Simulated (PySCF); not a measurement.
# DyH18N6 (Dy(NH3)63+): the cost of one run

The runs use PySCF 2.14.0; several levels, as the steps say, no spin–orbit coupling.

3 further runs of the same task are left out: 2 for a known fault of the program, 1 that didn't finish.

### 1 Where the work starts

25 atoms, charge 3, spin multiplicity 1.

Bond lengths: Dy1–N2 2.546 Å, Dy1–N6 2.548 Å, Dy1–N10 2.544 Å, Dy1–N14 2.539 Å, Dy1–N18 2.547 Å, Dy1–N22 2.541 Å, N2–H3 1.039 Å, N2–H4 1.039 Å, N2–H5 1.039 Å, N6–H7 1.039 Å, N6–H8 1.040 Å, N6–H9 1.039 Å, N10–H11 1.039 Å, N10–H12 1.039 Å, N10–H13 1.040 Å, N14–H15 1.040 Å, N14–H16 1.040 Å, N14–H17 1.040 Å and more. Angles: N2–Dy1–N6 170.5°, N2–Dy1–N10 82.3°, N2–Dy1–N14 95.9°, N2–Dy1–N18 88.0°, N2–Dy1–N22 95.0°, N6–Dy1–N10 88.3°, N6–Dy1–N14 85.9°, N6–Dy1–N18 101.5°, N6–Dy1–N22 85.0°, N10–Dy1–N14 94.5°, N10–Dy1–N18 170.2°, N10–Dy1–N22 96.5°, N14–Dy1–N18 85.2°, N14–Dy1–N22 165.5°, N18–Dy1–N22 85.7°, Dy1–N2–H3 115.5°, Dy1–N2–H4 115.7°, Dy1–N2–H5 115.7° and more.

Geometry (Å):

```xyz
25
DyH18N6
Dy    0.0065   -0.0020    0.0034
N     0.1920   -0.0216    2.5425
H     0.7283    0.7652    2.9579
H    -0.7080    0.0181    3.0595
H     0.6551   -0.8555    2.9544
N     0.2410   -0.0264   -2.5336
H     0.7836   -0.8194   -2.9291
H    -0.6535   -0.0774   -3.0611
H     0.7061    0.8020   -2.9542
N     2.5451    0.0280    0.1618
H     2.9710   -0.7818    0.6551
H     3.0532    0.0364   -0.7446
H     2.9560    0.8417    0.6615
N    -0.2091    2.5179   -0.2243
H    -0.4447    3.0292    0.6499
H     0.6444    3.0114   -0.5546
H    -0.9374    2.8493   -0.8881
N    -2.5255    0.0230    0.2782
H    -2.9192    0.8462    0.7752
H    -3.0687    0.0115   -0.6081
H    -2.9299   -0.7770    0.8035
N    -0.2361   -2.5214   -0.2187
H    -0.4977   -3.0252    0.6523
H    -0.9553   -2.8444   -0.8955
H     0.6160   -3.0292   -0.5290
```

Formal oxidation states: Dy +3. Each metal's 9 4f electrons lie in its core potential, so multiplicities, spins and levels count the valence alone. An earlier session relaxed this geometry at BP86, Dy lcecp-1-SVP with ECP55, N def2-SVP, H def2-SVP (singlet, point group C1).

At BP86 on the finer grid: E = -375.487347 Eh, HOMO -19.78 eV, LUMO -13.54 eV, Mulliken charge on Dy1 +1.00 e, largest force component 0.022 eV/Å. 

Levels to run: PBE0; wB97X; M06-L; CAM-B3LYP; BP86, TZVP. Hardware: 4 threads of Intel Xeon 6975P-C (Granite Rapids), shared host.

### 2 PBE0

The input, run.py (the lines that set the calculation):

```python
mol = gto.M(atom='''
Dy     0.00651    -0.00197     0.00345
N      0.19204    -0.02162     2.54247
H      0.72827     0.76523     2.95788
H     -0.70804     0.01815     3.05954
H      0.65514    -0.85552     2.95442
N      0.24102    -0.02638    -2.53356
H      0.78359    -0.81939    -2.92905
H     -0.65351    -0.07735    -3.06106
H      0.70612     0.80204    -2.95419
N      2.54506     0.02802     0.16182
H      2.97104    -0.78177     0.65505
H      3.05323     0.03638    -0.74458
H      2.95596     0.84166     0.66155
N     -0.20912     2.51795    -0.22425
H     -0.44469     3.02921     0.64989
H      0.64445     3.01136    -0.55462
H     -0.93735     2.84931    -0.88808
N     -2.52548     0.02304     0.27821
H     -2.91919     0.84619     0.77524
H     -3.06868     0.01148    -0.60806
H     -2.92991    -0.77697     0.80355
N     -0.23611    -2.52138    -0.21865
H     -0.49768    -3.02518     0.65226
H     -0.95526    -2.84436    -0.89554
H      0.61605    -3.02916    -0.52898''',
    basis={'Dy': 'lcecp-1-SVP', 'N': 'def2-SVP', 'H': 'def2-SVP'},
    ecp={'Dy': 'lcecp-1-SVP'},
    charge=3, spin=0)
mf = dft.RKS(mol, xc='PBE0')
mf.grids.atom_grid = (75, 302)  # f atoms: unpruned, at least (60, 302)
mf = mf.density_fit()  # fitting sets: Dy AutoAux, N def2-universal-JKFIT, H def2-universal-JKFIT
mf.conv_tol = 1e-08; mf.max_cycle = 55
mf.kernel(dm0)  # dm0: the density of the relaxed state
```

Run with:

```sh
$ OMP_NUM_THREADS=4 python run.py
```

**Question.** How long does this run take on 4 threads of Intel Xeon 6975P-C (Granite Rapids), shared host?

About 16 s.
